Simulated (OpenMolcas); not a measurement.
# SnCl4 (SMILES [Cl][Sn]([Cl])([Cl])[Cl]) at MP2/ANO-RCC-VDZP (DKH8)

Aim: the energy change on altering one bond length of SnCl4 at MP2/ANO-RCC-VDZP (DKH8), from 2 runs. 

Program for the calculation: OpenMolcas 26.06.

**1. The structure to begin with**

SnCl4 has 5 atoms, charge 0, and is taken as a singlet. SMILES: `[Cl][Sn]([Cl])([Cl])[Cl]`. The shape comes from GFN2-xTB, which is rough for such elements, and wasn't checked as a minimum.

Bond lengths: Cl1–Sn2 2.316 Å, Sn2–Cl3 2.317 Å, Sn2–Cl4 2.316 Å, Sn2–Cl5 2.316 Å. Angles: Cl1–Sn2–Cl3 109.4°, Cl1–Sn2–Cl4 109.5°, Cl1–Sn2–Cl5 109.3°, Cl3–Sn2–Cl4 109.6°, Cl3–Sn2–Cl5 109.4°, Cl4–Sn2–Cl5 109.6°.

**2. Energy and gradient at MP2/ANO-RCC-VDZP (DKH8)**

The input, job.input:

```
* Cl4Sn MP2
>>> EXPORT MOLCAS_PRINT=2

&gateway
  coord
  5
  angstrom
  Cl      -1.109120      -0.162470       2.025240
  Sn      -0.000560      -0.000790      -0.001920
  Cl       1.923730      -1.289290       0.068230
  Cl      -1.380640      -0.757650      -1.700180
  Cl       0.566590       2.210200      -0.391380
  basis = ANO-RCC-VDZP
  group = NoSym

&seward
  relativistic = R08O02
  expert

&scf
  prorbitals = 1 1

&mbpt2
  frozen = 38
  grdt

&alaska
```

The run is started by

```bash
export MOLCAS_MEM=1860
pymolcas job.input > job.log
```

Standard output:

```text
--- Start Module: gateway ---
[...]
--- Stop Module: gateway /rc=_RC_ALL_IS_WELL_ ---
[...]
 ###    WARNING:  EXPERT option is ON!                                       ###
 ###############################################################################
               SEWARD will generate:
[...]
      Basis functions          115
[...]
       Convergence after  11 Iterations
[...]
::    Total SCF energy                              -8017.7876611771
[...]
      Total spin, S                                     0.0000000000
[...]
      Total electronic charge=  118.000000
      Total            charge=   -0.000000
[...]
--- Start Module: mbpt2 ---
[...]
WARNING!
Default frozen orbitals as non valence orbitals is overwritten by user input.
Default values:  38
[...]
       Reference weight ( Cref**2 )         =        0.74487
::    Total MBPT2 energy                            -8018.7538860601
[...]
      Dipole Moment (debye):
      Origin of the operator (angstrom)=   -0.0002   -0.0003   -0.0006
                   X= -7.2214E-03               Y= -3.9876E-03               Z= -1.7204E-02           Total=  1.9079E-02
      Quadrupole Moment (debye*angstrom):
[...]
      Total MBPT2 calculations                          13.07     14.99
--- Stop Module: mbpt2 /rc=_RC_ALL_IS_WELL_ ---
[...]
--- Start Module: alaska ---
[...]
 *              Molecular gradients               *
 **************************************************
  Irreducible representation: a
 ------------------------------------------------------------------------------------------
                              X                       Y                       Z
 ------------------------------------------------------------------------------------------
  CL1              -2.51897149561486E-03   -3.18146876781888E-04    4.70435211960307E-03
  SN2              -2.67515761015535E-04    1.09058465936743E-04   -3.25906477183946E-04
  CL3               4.67917891451464E-03   -3.07463148570974E-03    2.47111524690702E-04
  CL4              -3.17440743940978E-03   -1.70295734085713E-03   -3.83961093877616E-03
  CL5               1.28171578114689E-03    4.98667723731216E-03   -7.85946228308632E-04
 ------------------------------------------------------------------------------------------
--- Stop Module: alaska /rc=_RC_ALL_IS_WELL_ ---
[...]
```

Run time: 3.8 min. Hardware: 1 thread of Arm Neoverse V1, shared host; peak memory 0.77 GiB.

**3. The distorted shape, same level**

The input, job.inp:

```
* Cl4Sn MP2
>>> EXPORT MOLCAS_PRINT=2
&GATEWAY
Coord
5
angstrom
Cl      -1.676265      -2.373442       2.414697
Sn      -0.567705      -2.211762       0.387537
Cl       1.356585      -3.500262       0.457687
Cl      -1.947785      -2.968622      -1.310723
Cl       0.566590       2.210200      -0.391380
Basis=ANO-RCC-VDZP
Group=NoSym
&SEWARD
Relativistic=R08O02
Expert
&SCF
PrOrbitals=1 1
&MBPT2
Frozen=38
Grdt
&ALASKA
```

The run is started by

```bash
export MOLCAS_MEM=1860
pymolcas job.inp > job.log
```

Standard output:

```text
--- Start Module: gateway ---
[...]
--- Stop Module: gateway /rc=_RC_ALL_IS_WELL_ ---
[...]
 ###    WARNING:  EXPERT option is ON!                                       ###
 ###############################################################################
               SEWARD will generate:
[...]
      Basis functions          115
[...]
       Convergence after  16 Iterations
[...]
::    Total SCF energy                              -8017.5955469665
[...]
      Total spin, S                                     0.0000000000
[...]
      Total electronic charge=  118.000000
      Total            charge=   -0.000000
[...]
--- Start Module: mbpt2 ---
[...]
WARNING!
Default frozen orbitals as non valence orbitals is overwritten by user input.
Default values:  38
[...]
       Reference weight ( Cref**2 )         =        0.68383
::    Total MBPT2 energy                            -8018.6013576677
[...]
      Dipole Moment (debye):
      Origin of the operator (angstrom)=   -0.4910   -1.9136    0.3364
                   X=  7.0499E-01               Y=  2.7749E+00               Z= -5.0103E-01           Total=  2.9066E+00
      Quadrupole Moment (debye*angstrom):
[...]
      Total MBPT2 calculations                          14.21     16.41
--- Stop Module: mbpt2 /rc=_RC_ALL_IS_WELL_ ---
[...]
--- Start Module: alaska ---
[...]
 *              Molecular gradients               *
 **************************************************
  Irreducible representation: a
 ------------------------------------------------------------------------------------------
                              X                       Y                       Z
 ------------------------------------------------------------------------------------------
  CL1               5.27775644385997E-03    4.39308367663216E-03   -8.49744213332571E-03
  SN2              -7.12776020621497E-03   -2.66643308163488E-02    4.56918365723880E-03
  CL3              -6.28044530566996E-03    8.65432343603700E-03   -8.84725898516292E-04
  CL4               6.37939907142027E-03    6.79142795491572E-03    6.01191843519899E-03
  CL5               1.75104999699727E-03    6.82549574872837E-03   -1.19893406078964E-03
 ------------------------------------------------------------------------------------------
--- Stop Module: alaska /rc=_RC_ALL_IS_WELL_ ---
[...]
```

Wall time 3.4 min (1 thread of Arm Neoverse V1, shared host); peak memory 0.77 GiB.

**4. Outcome**

Level: MP2/ANO-RCC-VDZP (DKH8), 38 core orbitals frozen.

| quantity | value |
| --- | --- |
| first shape: total energy | -8018.75389 Eh |
| first shape: dipole moment (mean-field density) | 0.02 D |
| first shape: HOMO energy (Hartree–Fock orbitals) | -13.33 eV |
| first shape: LUMO energy (Hartree–Fock orbitals) | -0.17 eV |
| first shape: HOMO–LUMO gap (Hartree–Fock orbitals) | 13.15 eV |
| first shape: correlation energy (38 core orbitals frozen) | -966.2 mEh |
| first shape: largest force on an atom | 0.288 eV/Å |
| distorted shape: total energy | -8018.60136 Eh |
| distorted shape: dipole moment (mean-field density) | 9.56 D |
| distorted shape: HOMO energy (Hartree–Fock orbitals) | -8.97 eV |
| distorted shape: LUMO energy (Hartree–Fock orbitals) | -4.83 eV |
| distorted shape: HOMO–LUMO gap (Hartree–Fock orbitals) | 4.14 eV |
| distorted shape: correlation energy (38 core orbitals frozen) | -1005.8 mEh |
| distorted shape: largest force on an atom | 1.439 eV/Å |
| energy change with the Sn2–Cl5 bond stretched from 2.316 to 4.631 Å | 4.151 eV |

In words: One bond (distorted shape) is far stretched, which a spin-restricted single reference describes badly; perturbation theory on it can break down and give far too much correlation. With the Sn2–Cl5 bond stretched from 2.316 to 4.631 Å the energy rises by 4.15 eV (400 kJ/mol). The first shape isn't relaxed at this level, so the change isn't measured from a minimum. A restricted reference can't describe the breaking bond well at this length. The largest force (first shape) is 0.29 eV/Å: the shape isn't a stationary point for this species at this level.
